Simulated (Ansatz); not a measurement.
Task: harmonic frequencies at the relaxed geometry of CH4AsN, SMILES C1N[AsH]1, with the Ansatz DFT code, driven from Python. Give the script and its output. Use (for the species named): B3LYP, def2-SVP basis, multiplicity 1.

```yaml
atoms:
  - { symbol: C, position_ang: [-0.5317, -0.0991, -0.4796] }
  - { symbol: N, position_ang: [-0.4912, 0.1912, 0.9084] }
  - { symbol: As, position_ang: [0.6902, -1.2281, 0.3002] }
  - { symbol: H, position_ang: [-1.4660, -0.5298, -0.7646] }
  - { symbol: H, position_ang: [-0.1612, 0.7562, -1.1379] }
  - { symbol: H, position_ang: [0.0999, 1.0617, 1.0594] }
  - { symbol: H, position_ang: [1.9212, -0.2202, 0.0684] }
```

`freq_ch4asn.py`
```python
import ansatz
from ase import Atoms
from ase.thermochemistry import IdealGasThermo
import numpy as np

geometry = (
    ansatz.Crystal.molecule()
    .atom("C", (-0.5317, -0.0991, -0.4796))
    .atom("N", (-0.4912, 0.1912, 0.9084))
    .atom("As", (0.6902, -1.2281, 0.3002))
    .atom("H", (-1.466, -0.5298, -0.7646))
    .atom("H", (-0.1612, 0.7562, -1.1379))
    .atom("H", (0.0999, 1.0617, 1.0594))
    .atom("H", (1.9212, -0.2202, 0.0684))
)

setup = geometry.calculation()
setup = setup.basis(gaussian="def2-SVP")
setup = setup.functional("b3lyp")
symbols = [site.symbol for site in geometry.cartesian_sites]
start = np.array([site.position_ang for site in geometry.cartesian_sites], dtype=float)
def progress(event):
    if event["event"] == "relax_step":
        row = event["data"]
        print(f"step {row['step']:3d}  E = {row['lagrangian_ev']:.6f} eV  max force {row['allowed_force_max_ev_ang']:.4f} eV/A")


report = setup.relax(force_tolerance=0.003, max_steps=100).session().plan().execute(on_event=progress).report
end = np.array(report["positions_ang"])

print("bond        before    after (A)")
for i, j in [(0, 1), (0, 2), (0, 3), (0, 4), (1, 2), (1, 5), (2, 6)]:
    d0, d1 = (np.linalg.norm(xyz[i] - xyz[j]) for xyz in (start, end))
    print(f"{symbols[i]}{i}-{symbols[j]}{j}".ljust(10), f"{d0:8.4f} {d1:8.4f}")

minimum = ansatz.Crystal.molecule()
for symbol, xyz in zip(symbols, end):
    minimum = minimum.atom(symbol, xyz.tolist())
vibrating = (
    minimum.calculation()
    .basis(gaussian="def2-SVP")
    .functional("b3lyp")
    .phonons(temperatures=(298.15, 498.15, 100))
)
vib = vibrating.run().report["vibrations"]
sums = vib["harmonic_sums"]
modes = [m["omega_inv_cm"] for m in sums["modes_at_gamma"] if m["rigid_motion"] == "no"]
for number, w in enumerate(modes, start=1):
    print(f"mode {number:2d} {w:9.1f} 1/cm {w / 8065.544 * 1000:8.2f} meV")
print("imaginary modes:", sum(w < 0 for w in modes), " zero-point energy:", round(sums["zero_point_energy_ev"], 4), "eV")
gas = IdealGasThermo(vib_energies=[w / 8065.544 for w in modes if w > 0], geometry="linear" if len(modes) == 3 * len(symbols) - 5 else "nonlinear",
                     atoms=Atoms(symbols, positions=end), symmetrynumber=1, spin=0.0)
print(f"H(298 K) - E = {gas.get_enthalpy(298.15, verbose=False):.4f} eV")
print(f"S(298 K, 1 bar) = {96485.33 * gas.get_entropy(298.15, 1e5, verbose=False):.1f} J/(mol K) with symmetry number 1")
```

`python freq_ch4asn.py` gives:
```text
step   1  E = -63423.478169 eV  max force 3.6029 eV/A
step   2  E = -63423.802538 eV  max force 1.1137 eV/A
step   3  E = -63423.872921 eV  max force 0.3842 eV/A
step   4  E = -63423.879598 eV  max force 0.1987 eV/A
step   5  E = -63423.872887 eV  max force 0.2447 eV/A
step   6  E = -63423.882290 eV  max force 0.0593 eV/A
step   7  E = -63423.882260 eV  max force 0.0360 eV/A
step   8  E = -63423.882359 eV  max force 0.0101 eV/A
step   9  E = -63423.882375 eV  max force 0.0055 eV/A
step  10  E = -63423.882375 eV  max force 0.0036 eV/A
step  11  E = -63423.882376 eV  max force 0.0020 eV/A
bond        before    after (A)
C0-N1        1.4186   1.4266
C0-As2       1.8373   1.9961
C0-H3        1.0675   1.0969
C0-H4        1.1411   1.0984
N1-As2       1.9442   1.9524
N1-H5        1.0630   1.0219
As2-H6       1.6078   1.5445
mode  1     463.6 1/cm    57.48 meV
mode  2     500.9 1/cm    62.10 meV
mode  3     621.1 1/cm    77.01 meV
mode  4     775.9 1/cm    96.20 meV
mode  5     862.8 1/cm   106.98 meV
mode  6     911.3 1/cm   112.99 meV
mode  7     997.6 1/cm   123.69 meV
mode  8    1039.2 1/cm   128.84 meV
mode  9    1118.7 1/cm   138.71 meV
mode 10    1280.6 1/cm   158.78 meV
mode 11    1475.4 1/cm   182.92 meV
mode 12    2099.4 1/cm   260.29 meV
mode 13    3080.5 1/cm   381.93 meV
mode 14    3176.2 1/cm   393.80 meV
mode 15    3508.7 1/cm   435.02 meV
imaginary modes: 0  zero-point energy: 1.3584 eV
H(298 K) - E = 1.4866 eV
S(298 K, 1 bar) = 276.2 J/(mol K) with symmetry number 1
```

What to keep in mind:
- Total energies depend on the basis set; only differences at equal settings carry meaning.
- The frequencies are harmonic and unscaled, in a modest basis. The result belongs to the one conformer reached from this start, and soft torsions count as harmonic oscillators.
- b3lyp holds the VWN-RPA fit, as in Gaussian; the form of ORCA and Turbomole is b3lyp5.
- The entropy takes a symmetry number of 1; a symmetric molecule's is lower by R ln(sigma).
- Timing: 100 s on 1 thread of Arm Neoverse V2, on a shared host, peak memory 0.28 GiB.

(Lines on the test bed's own set-up are left out of the output.)
